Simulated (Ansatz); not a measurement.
# FH7OSi3: one species, many methods

One table from this session's results is given with a row withheld; the runs are named, their logs left out.

Method: functionals in def2-TZVPP, the program's frozen cores in correlated methods; program: Ansatz 0.2.0, Gaussian basis.

Plan: LDA (SPW92), PBE-D4, revPBE-D4, BLYP-D4, r2SCAN-D4, B97M-V, PBE0-D4, B3LYP-D4, r2SCANh-D4, r2SCAN0-D4, HSE06-D4, BHLYP-D4, CAM-B3LYP-D4, LC-ωPBE, ωB97X-V, ωB97M-V, B2PLYP, PBE-QIDH; CCSD(T)/def2-SVP; CCSD(T)/def2-TZVPP; MP2/def2-QZVPP; extrapolation to the limit; RPA on PBE.

**Structure used throughout**

The geometry comes from an earlier relaxation with PBE0-D4 in a triple-zeta def2 set; it is a stationary point, not always the lowest conformer.

SMILES `F[SiH]([SiH3])O[SiH3]`, 12 atoms, charge 0, spin multiplicity 1.

Atoms are counted from 1 here; the program's logs count them from 0.

Bond lengths: F1–Si2 1.601 Å, Si2–Si3 2.346 Å, Si2–O4 1.623 Å, Si2–H6 1.482 Å, Si3–H7 1.488 Å, Si3–H8 1.487 Å, Si3–H9 1.487 Å, O4–Si5 1.640 Å, Si5–H10 1.482 Å, Si5–H11 1.487 Å, Si5–H12 1.483 Å. Angles: F1–Si2–Si3 108.0°, F1–Si2–O4 108.7°, F1–Si2–H6 106.7°, Si3–Si2–O4 111.3°, Si3–Si2–H6 114.4°, O4–Si2–H6 107.6°, Si2–Si3–H7 109.4°, Si2–Si3–H8 110.0°, Si2–Si3–H9 110.3°, H7–Si3–H8 108.9°, H7–Si3–H9 108.9°, H8–Si3–H9 109.2°, Si2–O4–Si5 148.0°, O4–Si5–H10 108.2°, O4–Si5–H11 109.7°, O4–Si5–H12 109.7°, H10–Si5–H11 109.7°, H10–Si5–H12 110.0° and more.

The first run:

Input file in.yaml:

```yaml
crystal:
  periodic: [false, false, false]
  atoms:
    - {symbol: F, position_ang: [-1.813173, -1.380895, -0.859270]}
    - {symbol: Si, position_ang: [-1.304676, -0.086598, -0.066625]}
    - {symbol: Si, position_ang: [-0.206363, 1.313935, -1.595433]}
    - {symbol: O, position_ang: [-0.304344, -0.562944, 1.119747]}
    - {symbol: Si, position_ang: [1.192923, -1.070905, 1.556502]}
    - {symbol: H, position_ang: [-2.498160, 0.519371, 0.569849]}
    - {symbol: H, position_ang: [0.315761, 2.511410, -0.882511]}
    - {symbol: H, position_ang: [-1.154327, 1.757352, -2.652078]}
    - {symbol: H, position_ang: [0.931864, 0.595933, -2.228889]}
    - {symbol: H, position_ang: [1.454749, -0.606302, 2.939391]}
    - {symbol: H, position_ang: [2.206503, -0.494024, 0.634116]}
    - {symbol: H, position_ang: [1.256142, -2.551630, 1.499201]}
basis:
  gaussian: {orbitals: def2-TZVPP}
hamiltonian: {xc: lda}
output: {orbitals: {seedname: orbitals}}
```

Steps of the session up to this table: LDA; PBE-D4 (GGA); revPBE-D4 (GGA); BLYP-D4 (GGA); r2SCAN-D4 (meta-GGA); B97M-V (meta-GGA); PBE0-D4 (hybrid); B3LYP-D4 (hybrid); r2SCANh-D4 (hybrid); r2SCAN0-D4 (hybrid); HSE06-D4 (hybrid); BHLYP-D4 (hybrid); CAM-B3LYP-D4 (range-separated); LC-ωPBE-D4 (range-separated; the results give it without D4); ωB97X-V (range-separated); ωB97M-V (range-separated); B2PLYP (double hybrid); PBE-QIDH (double hybrid).

One of the session's tables, all rows but one given; the rest of the session is left out.

It belongs to the step «Orbital energies across the functionals». 

```
  functional  HOMO (eV)  gap (eV)
 LDA (SPW92)      -6.97      5.41
      PBE-D4      -6.89      5.59
   revPBE-D4      -6.85      5.67
     BLYP-D4          ?         ?
   r2SCAN-D4      -7.18      6.17
      B97M-V      -7.31      6.05
     PBE0-D4      -8.12      7.67
    B3LYP-D4      -7.93      7.30
  r2SCANh-D4      -7.63      6.92
  r2SCAN0-D4      -8.31      8.02
    HSE06-D4      -7.72      6.90
    BHLYP-D4      -9.28      9.74
CAM-B3LYP-D4      -9.44     10.03
     LC-ωPBE     -10.73     12.46
     ωB97X-V     -10.42     12.00
     ωB97M-V     -10.20     11.48
```

Q: Estimate the row for BLYP-D4 from the others.

Worked estimate for «HOMO (eV)». Against the share of exact exchange, B3LYP-D4 (0.2, -7.93), BHLYP-D4 (0.5, -9.28) give a slope of -4.50 per unit share; at 0 the line stands at -7.03.

**Answer.** HOMO (eV): -6.78; gap (eV): 5.66. In «HOMO (eV)» the line misses by -0.25.
